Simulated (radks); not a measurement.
**Mg in [He] 2s1 2p6 3s2 3p1: an all-electron calculation**

One table from this session's results is given with a row withheld; the runs are named, their logs left out.

Method: scalar-relativistic Kohn-Sham, PBE, spin-unpolarised, spherical densities, finite nucleus. Code: radks (a radial shooting solver on a logarithmic mesh, Libxc functionals) version 1.

## What is computed

| Property | Result |
| --- | --- |
| element | magnesium (Z = 12) |
| charge | 0 |
| electrons | 12 |
| configuration | [He] 2s1 2p6 3s2 3p1 |
| nuclear rms radius | 3.057 fm |

Outer shells as boxes (Hund's rule):

Mg
```
[He] core
2s [↑ ]
2p [↑↓][↑↓][↑↓]
3s [↑↓]
3p [↑ ][  ][  ]
```

The first run:

Input:

```text
Z 12
configuration [He] 2s1 2p6 3s2 3p1 4s0 3d0
relativity scalar-relativistic
functional pbe,pbe
spin unpolarised
nucleus finite rms 3.057 fm
c 137.035999084
```

Among the steps run: Self-consistent calculation.

One table of the session follows, with a row left open; its other results are not shown here.

It belongs to the step «Radial structure». Radial moments (bohr):

| level | <r> | outermost maximum (interpolated) | 90 % within | nodes |
| --- | --- | --- | --- | --- |
| 1s | 0.1305 | 0.0850 | 0.233 | 0 |
| 2s | 0.6772 | 0.540 | 1.07 | 1 |
| 2p | 0.6526 | 0.468 | 1.10 | 0 |
| 3s | 2.659 | 2.20 | 4.06 | 2 |
| 3p | ? | ? | ? | ? |

**Question.** Estimate the row for 3p.

The run gave: <r>: 3.505; outermost maximum (interpolated): 2.72; 90 % within: 5.57; nodes: 1. In the column «<r>» it is the highest.
